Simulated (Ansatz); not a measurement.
C2H7OSi, SMILES [CH2]O[SiH2]C, an atomisation energy

With Ansatz 0.2.0, Python API.

Interactive session:
```pycon
>>> from collections import Counter
>>> import ansatz as az
>>> params = {
...     'basis': 'def2-SVP',
...     'xc': 'r2scan',
...     'vdw': 'd3bj',
... }
>>> def total_energy(molecule, charge=0, unpaired=0):
...     calc = (
...         molecule.calculation()
...         .basis(gaussian=params['basis'])
...         .functional(params['xc'], dispersion=params['vdw'])
...     )
...     if charge:
...         calc = calc.charge(charge)
...     if unpaired:
...         calc = calc.spin('collinear', total=unpaired)
...     report = calc.run(threads=1).report
...     if report['published_state_doubts']:
...         print('  doubts:', report['published_state_doubts'])
...     return report['free_energy_ev']
...
>>> GEOMETRY = '''
... C     1.92320    0.56120    0.58750
... O     1.37840    0.42900   -0.70010
... Si    0.01050   -0.62680   -0.60640
... C    -1.49770    0.33460   -0.06800
... H     1.22200    1.05350    1.29800
... H     2.33850   -0.39720    0.97220
... H     0.25930   -1.72770    0.33860
... H    -0.24330   -1.20000   -1.93620
... H    -1.67880    1.16600   -0.77960
... H    -1.33350    0.74660    0.94870
... H    -2.37860   -0.33930   -0.05460
... '''
>>> c2h7osi = az.Crystal.molecule()
>>> for line in GEOMETRY.strip().splitlines():
...     symbol, *xyz = line.split()
...     c2h7osi = c2h7osi.atom(symbol, [float(v) for v in xyz])
...
>>> # unpaired electrons of the ground-state atoms
>>> unpaired = {'C': 2, 'O': 2, 'Si': 2, 'H': 1}
>>> counts = Counter(site.symbol for site in c2h7osi.cartesian_sites)
>>> atom_energy = {s: total_energy(az.Crystal.molecule().atom(s, (0, 0, 0)), 0, unpaired[s]) for s in counts}
DeckWarning: the engine holds no damping parameters fitted to this dispersion correction and functional, so the run takes those fitted to r2scan beside the three-body term, which d3bj leaves out (hamiltonian.dispersion, under Limitations)
>>> whole = total_energy(c2h7osi, 0, 1)
>>> for s, e in atom_energy.items():
...     print(f'{s:2s} x{counts[s]}  {e:14.5f} eV')
...
C  x2     -1028.24726 eV
O  x1     -2039.86316 eV
Si x1     -7870.75192 eV
H  x7       -13.58417 eV
>>> print(f'C2H7OSi: {whole:.5f} eV')
C2H7OSi: -12102.89693 eV
>>> split = sum(counts[s] * e for s, e in atom_energy.items()) - whole
>>> print(f'atomisation energy (no zero-point term): {split:.3f} eV, {split / sum(counts.values()):.3f} eV an atom')
atomisation energy (no zero-point term): 40.698 eV, 3.700 eV an atom
```

40.698 eV from the electronic energies, without the zero-point term.

Reading the output:
- Total energies depend on the basis set; only differences at equal settings carry meaning.
- Warnings are shown shortened and without file and line.
- The geometry is a force-field or estimated start, not a minimum of this method, and the basis set is short of its limit. All parts are taken at fixed geometry, without zero-point energy.
- The species is open-shell (spin multiplicity 2).
- A dispersion term here runs with damping parameters fitted for another variant or functional.
- Run time: 14 s on 1 thread of Arm Neoverse V1, on a shared host, peak memory 0.26 GiB.
